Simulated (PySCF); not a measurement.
# C5H7F2N: magnetic properties

Wanted: magnetic properties for C5H7F2N (`N[C@@H]1CC=C(F)[C@@H]1F`).

Computed with PySCF 2.14.0 and routines of our own; the level stands in each step. Atoms count from 0.

## (1) The starting structure

15 atoms, charge 0, multiplicity 1; geometry from: GFN2-xTB.

## (2) Magnetic properties: GIAO B97-2/pcSseg-1

The job: settings as JSON, then the geometry in Å.

```
{"job": {"kind": "mag", "xc": "B97-2", "basis": "pcSseg-1", "isotopologues": 2}, "charge": 0, "multiplicity": 1}
N     -1.752382    -1.006918     0.190962
C     -0.586291    -0.430155    -0.423751
C      0.715615    -1.071506     0.108987
C      1.703674     0.050718     0.128616
C      1.102733     1.214015    -0.058369
F      1.693008     2.416534    -0.112694
C     -0.385731     1.101623    -0.198168
F     -1.012248     1.484589     0.980692
H     -1.767968    -0.796042     1.183938
H     -2.602226    -0.633642    -0.217007
H     -0.653542    -0.597831    -1.503844
H      1.042164    -1.899249    -0.518880
H      0.556527    -1.463344     1.116262
H      2.757103    -0.098784     0.279858
H     -0.814850     1.737982    -0.978517
```

Level: GIAO B97-2/pcSseg-1 magnetisability, rotational g tensor and spin-rotation constants, non-relativistic, gas phase.

Started as:

```sh
$ OMP_NUM_THREADS=1 python excited_run.py task.json out
```

This one command runs all jobs of the session in turn.

What it wrote:

```text
coarse grid: 13008 points
cycle   1  E = -448.8197332958  dE =  1.159e+00  |g| = 7.241e-01  |ddm| = 3.503e+00
cycle   2  E = -448.7210330289  dE =  9.870e-02  |g| = 1.069e+00  |ddm| = 1.285e+00
cycle   3  E = -448.9089749193  dE = -1.879e-01  |g| = 9.834e-02  |ddm| = 8.010e-01
cycle   4  E = -448.9109162552  dE = -1.941e-03  |g| = 3.973e-02  |ddm| = 1.243e-01
cycle   5  E = -448.9112560997  dE = -3.398e-04  |g| = 1.171e-02  |ddm| = 4.137e-02
cycle   6  E = -448.9112814509  dE = -2.535e-05  |g| = 4.915e-03  |ddm| = 1.291e-02
cycle   7  E = -448.9112872108  dE = -5.760e-06  |g| = 8.881e-04  |ddm| = 4.596e-03
final grid: 127848 points
cycle   8  E = -448.9560886327  dE = -7.219e-05  |g| = 1.010e-02  |ddm| = 4.155e-02
cycle   9  E = -448.9560712389  dE =  1.739e-05  |g| = 1.474e-02  |ddm| = 1.585e-02
cycle  10  E = -448.9561022140  dE = -3.098e-05  |g| = 9.646e-04  |ddm| = 1.043e-02
cycle  11  E = -448.9561024103  dE = -1.963e-07  |g| = 2.772e-04  |ddm| = 1.004e-03
cycle  12  E = -448.9561024238  dE = -1.353e-08  |g| = 1.373e-04  |ddm| = 2.970e-04
cycle  13  E = -448.9561024282  dE = -4.450e-09  |g| = 2.505e-05  |ddm| = 1.386e-04
cycle  14  E = -448.9561024284  dE = -1.427e-10  |g| = 7.367e-06  |ddm| = 2.705e-05
converged SCF energy = -448.9561024284

Magnetisability tensor (1e-30 J/T^2)
    -1075.30      -12.45       44.60
      -12.45    -1069.46       -1.12
       44.60       -1.12    -1174.72
isotropic -1106.50   principal values   -1191.89  -1077.05  -1050.55
isotropic susceptibility -66.635 1e-6 cm^3/mol

Inertial axes            a          b          c
rot. const./GHz      3.3793     1.7796     1.3002
chi total           -65.522    -64.794    -69.588
chi diamagnetic    -440.015   -731.034   -967.747
chi paramagnetic    374.493    666.240    898.159
quadrupole/D A       -7.394      2.664      4.730
g nuclear            0.5739     0.5406     0.5388
g electronic        -0.5945    -0.5570    -0.5486
g total             -0.0206    -0.0164    -0.0098

Spin-rotation constants (kHz, H = +C I.J)
atom  isotope        aa         bb         cc
  0    14N        0.161      0.078      0.047
  5    19F        3.902      2.325      0.716
  7    19F        1.508      0.851      0.720
  8     1H       -0.382     -0.182      0.001
  9     1H       -0.323     -0.092     -0.105
 10     1H       -0.341     -0.175      0.049
 11     1H       -0.321      0.016     -0.113
 12     1H       -0.306     -0.195      0.022
 13     1H       -0.091     -0.011     -0.128
 14     1H       -0.314     -0.085      0.000
  1    13C*       0.627      0.336      0.300
  2    13C*       0.524      0.330      0.234
  3    13C*       1.449      0.487      0.224
  4    13C*       1.741      0.530      0.379
  6    13C*       0.911      0.472      0.311
* in the singly substituted isotopologue

Isotopologues: g along a, b, c
2H    at 8,9,10,11,12,1    -0.0180    -0.0153    -0.0088
15N   at 0                 -0.0206    -0.0161    -0.0097
```

It took 32 s on 1 thread of Arm Neoverse V1, shared host; peak memory 0.77 GiB.

From this job:

| quantity | value |
| --- | --- |
| magnetisability | -1106·10⁻³⁰ J/T² |
| molar susceptibility | -66.6·10⁻⁶ cm³/mol |
| rotational g (a, b, c) | -0.0206, -0.0164, -0.0098 |

The fields below are evaluated on a grid from the run's orbitals.

Frontier orbitals at B97-2/pcSseg-1, with the share of their density that lies nearest to each atom:

| orbital | energy (eV) | lies on |
| --- | --- | --- |
| HOMO | -6.86 | N0 59 %; C6 9 %; H8, H9 about 7 % each |
| LUMO | -0.14 | C3, C4 about 29 % each; H13 8 %; F7 7 % |

ELF in a plane through or near 8 of the atoms.

Values, 10 rows by 14 columns:
```
0.00 0.00 0.00 0.00 0.00 0.00 0.00 0.00 0.00 0.00 0.00 0.00 0.00 0.00
0.00 0.00 0.00 0.00 0.00 0.00 0.00 0.00 0.00 0.00 0.00 0.00 0.00 0.00
0.00 0.00 0.02 0.24 0.48 0.02 0.05 0.06 0.01 0.00 0.00 0.00 0.00 0.00
0.00 0.00 0.30 0.84 0.65 0.17 0.51 0.59 0.10 0.01 0.02 0.01 0.00 0.00
0.00 0.00 0.08 0.29 0.39 0.83 0.86 0.57 0.35 0.33 0.95 0.93 0.03 0.00
0.00 0.00 0.09 0.56 0.58 0.35 0.26 0.74 0.64 0.30 0.77 0.40 0.01 0.00
0.00 0.00 0.76 1.00 0.98 0.80 0.24 0.41 0.15 0.87 0.95 0.52 0.00 0.00
0.00 0.00 0.02 0.54 0.15 0.10 0.70 0.57 0.02 0.08 0.40 0.01 0.00 0.00
0.00 0.00 0.00 0.00 0.00 0.02 0.11 0.06 0.00 0.00 0.00 0.00 0.00 0.00
0.00 0.00 0.00 0.00 0.00 0.00 0.00 0.00 0.00 0.00 0.00 0.00 0.00 0.00
```
The map spans 10.5 Å across and 9.4 Å up, centred on the molecule. Atoms in the plane (x, y in Å): N0 (2.0, -0.3), C2 (-0.3, -1.3), C3 (-1.6, -0.6), C4 (-1.5, 0.8), F5 (-2.4, 1.7), C6 (0.0, 1.2), H9 (2.7, 0.3), H13 (-2.5, -1.1).

On the surface of density 0.002 e/bohr³ the electrostatic potential runs, from the 1st to the 99th percentile, from -1.49 V near N0 to 1.36 V near H9.

## (3) Magnetic properties: GIAO HCTH407/6-31G*

Settings changed since step 2:

```diff
@@ -1,2 +1,2 @@
-{"job": {"kind": "mag", "xc": "B97-2", "basis": "pcSseg-1", "isotopologues": 2}, "charge": 0, "multiplicity": 1}
+{"job": {"kind": "mag", "xc": "HCTH407", "basis": "6-31G*"}, "charge": 0, "multiplicity": 1}
 N     -1.752382    -1.006918     0.190962
```

Method: GIAO HCTH407/6-31G* magnetisability, rotational g tensor and spin-rotation constants, non-relativistic, gas phase.

What it wrote:

```text
coarse grid: 13008 points
cycle   1  E = -448.9575620288  dE =  9.950e-01  |g| = 8.602e-01  |ddm| = 3.733e+00
cycle   2  E = -448.6923444680  dE =  2.652e-01  |g| = 1.479e+00  |ddm| = 2.176e+00
cycle   3  E = -449.0883603002  dE = -3.960e-01  |g| = 2.098e-01  |ddm| = 1.451e+00
cycle   4  E = -449.0987391571  dE = -1.038e-02  |g| = 6.420e-02  |ddm| = 2.933e-01
cycle   5  E = -449.0994859311  dE = -7.468e-04  |g| = 3.717e-02  |ddm| = 9.553e-02
cycle   6  E = -449.0998287967  dE = -3.429e-04  |g| = 7.376e-03  |ddm| = 4.125e-02
cycle   7  E = -449.0998406262  dE = -1.183e-05  |g| = 2.581e-03  |ddm| = 1.011e-02
cycle   8  E = -449.0998421292  dE = -1.503e-06  |g| = 4.112e-04  |ddm| = 3.238e-03
final grid: 127848 points
cycle   9  E = -449.0509793665  dE = -8.910e-05  |g| = 6.421e-03  |ddm| = 4.253e-02
cycle  10  E = -449.0509718903  dE =  7.476e-06  |g| = 8.971e-03  |ddm| = 1.700e-02
cycle  11  E = -449.0509876874  dE = -1.580e-05  |g| = 1.580e-03  |ddm| = 1.016e-02
cycle  12  E = -449.0509882377  dE = -5.502e-07  |g| = 5.348e-04  |ddm| = 1.980e-03
cycle  13  E = -449.0509883080  dE = -7.040e-08  |g| = 1.549e-04  |ddm| = 6.446e-04
cycle  14  E = -449.0509883138  dE = -5.758e-09  |g| = 3.463e-05  |ddm| = 1.821e-04
cycle  15  E = -449.0509883140  dE = -2.319e-10  |g| = 1.362e-05  |ddm| = 4.313e-05
converged SCF energy = -449.0509883140

Magnetisability tensor (1e-30 J/T^2)
    -1046.79       -4.59       41.21
       -4.59    -1029.39       -3.14
       41.21       -3.14    -1148.10
isotropic -1074.76   principal values   -1162.76  -1036.31  -1025.21
isotropic susceptibility -64.723 1e-6 cm^3/mol

Inertial axes            a          b          c
rot. const./GHz      3.3793     1.7796     1.3002
chi total           -62.989    -63.153    -68.028
chi diamagnetic    -437.962   -728.089   -964.717
chi paramagnetic    374.973    664.935    896.689
quadrupole/D A       -6.337      2.207      4.129
g nuclear            0.5739     0.5406     0.5388
g electronic        -0.5953    -0.5559    -0.5477
g total             -0.0214    -0.0153    -0.0089

Spin-rotation constants (kHz, H = +C I.J)
atom  isotope        aa         bb         cc
  0    14N        0.163      0.077      0.048
  5    19F        4.167      2.367      0.685
  7    19F        1.545      0.881      0.774
  8     1H       -0.401     -0.193     -0.003
  9     1H       -0.342     -0.096     -0.112
 10     1H       -0.347     -0.180      0.049
 11     1H       -0.332      0.012     -0.116
 12     1H       -0.316     -0.199      0.022
 13     1H       -0.110     -0.019     -0.135
 14     1H       -0.317     -0.089     -0.001
  1    13C*       0.598      0.318      0.286
  2    13C*       0.493      0.308      0.219
  3    13C*       1.278      0.446      0.205
  4    13C*       1.538      0.500      0.349
  6    13C*       0.867      0.450      0.294
* in the singly substituted isotopologue
```

Wall time 25 s (1 thread of Arm Neoverse V1, shared host); peak memory 0.45 GiB.

Key values:

| quantity | value |
| --- | --- |
| magnetisability | -1075·10⁻³⁰ J/T² |
| molar susceptibility | -64.7·10⁻⁶ cm³/mol |
| rotational g (a, b, c) | -0.0214, -0.0153, -0.0089 |

## (4) Magnetic properties side by side

| level | ξ (10⁻³⁰ J/T²) | g(a) | g(b) | gap (eV) | functions | time |
| --- | --- | --- | --- | --- | --- | --- |
| GIAO B97-2/pcSseg-1 | -1106 | -0.0206 | -0.0164 | 6.72 | 171 | 32 s |
| GIAO HCTH407/6-31G* | -1075 | -0.0214 | -0.0153 | 4.69 | 126 | 25 s |

## (5) What came out

| quantity | value |
| --- | --- |
| magnetisability (step 2, GIAO B97-2/pcSseg-1) | -1106·10⁻³⁰ J/T² |
| molar susceptibility (step 2, GIAO B97-2/pcSseg-1) | -66.6·10⁻⁶ cm³/mol |
| rotational g (a, b, c) (step 2, GIAO B97-2/pcSseg-1) | -0.0206, -0.0164, -0.0098 |
| surface potential, 1st and 99th percentile | -1.49 V and 1.36 V |
| magnetisability over the levels | -1106 to -1075·10⁻³⁰ J/T² |

**Reading.** The magnetisability spreads by 2.9 % over 2 levels of like cost. Two levels can agree by chance, so this spread shows no convergence. Vibrational averaging and real surroundings are missing from these values.
